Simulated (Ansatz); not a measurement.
# CaIr2: further runs on the relaxed cell

One table from this session's results is given with a row withheld; the runs are named, their logs left out.

Program: Ansatz 0.2.0. Level of theory: DFT PBEsol, scalar-relativistic, plane waves, PAW. These are calculated values, not measurements.

### The starting structure

It takes space group Fd-3m (No. 227, cubic). Conventional cell: a = 7.485 Å, b = 7.485 Å, c = 7.485 Å, α = 90.00°, β = 90.00°, γ = 90.00°. Ca (site symmetry -43m) has 12 Ir at 3.10 Å and 4 Ca at 3.24 Å as nearest neighbours. Around Ir (site symmetry -3m) lie 6 Ir at 2.65 Å.

As a file:

```
Ca Ir
1.0
     0.00000    3.74233    3.74233
     3.74233    0.00000    3.74233
     3.74233    3.74233    0.00000
Ca Ir
2 4
Direct
  0.25000 0.25000 0.25000
  0.00000 0.00000 0.00000
  0.62500 0.62500 0.62500
  0.12500 0.62500 0.62500
  0.62500 0.12500 0.62500
  0.62500 0.62500 0.12500
```

It goes back to an entry of the Materials Project, which need not be the stable form.

It is the result of an earlier relaxation at this level (volume 17.47 Å³/atom; gap on the mesh: none (metal)).

Set-up of the first run:

input.yaml reads:

```yaml
crystal:
  lattice:
    - [0.0, 3.704521493, 3.704521493]
    - [3.704521493, 0.0, 3.704521493]
    - [3.704521493, 3.704521493, 0.0]
  atoms:
    - { symbol: Ca, position: [0.25, 0.25, 0.25] }
    - { symbol: Ca, position: [0.0, 0.0, 0.0] }
    - { symbol: Ir, position: [0.625, 0.625, 0.625] }
    - { symbol: Ir, position: [0.125, 0.625, 0.625] }
    - { symbol: Ir, position: [0.625, 0.125, 0.625] }
    - { symbol: Ir, position: [0.625, 0.625, 0.125] }
basis:
  ecutwfc: 420
kpoints:
  mp_grid: { grid: [8, 8, 8] }
hamiltonian:
  xc: pbesol
scf:
  occupations: { method: gaussian, width: 0.1 }
output:
  forces: true
  stress: true
  eigenvalues: true
```

Command:

```
> ansatz run input.yaml --threads 2 --pin off --max-ram 5120MiB --backend cpu --events-out ev --progress --plain --runs-dir out
```

Among the steps run: Volume × 0.97; Point at V/V0 = 1.03; The cell scaled to 0.94 of its volume; Volume × 1.06; Volume × 0.91; Volume × 1.10; Volume × 0.88.

One table of the session follows, with a row left open; its other results are not shown here.

It belongs to the step «Equation of state». 

| volume (Å³/atom) | energy above the lowest point (meV/atom) | pressure (GPa) |
| --- | --- | --- |
| 15.374 | 185.1 | 31.98 |
| 15.898 | ? | ? |
| 16.422 | 40.8 | 13.29 |
| 16.946 | 9.6 | 6.09 |
| 17.470 | 0.0 | 0.02 |
| 17.995 | 8.6 | -5.08 |
| 18.519 | 32.6 | -9.38 |
| 19.217 | 84.3 | -14.06 |

Q: Estimate the row for volume (Å³/atom) = 15.898 from the others.

Worked estimate for «energy above the lowest point (meV/atom)». A straight line through the neighbours (15.374, 185.1) and (16.422, 40.8) gives 185.1 + (40.8 − 185.1) × (15.898 − 15.374) / (16.422 − 15.374) = 113.0; a parabola fitted to 3 rows on both sides gives 99.3.

As computed: energy above the lowest point (meV/atom): 97.7; pressure (GPa): 21.83. In «energy above the lowest point (meV/atom)» the line misses by +15.3 and the parabola by +1.6.
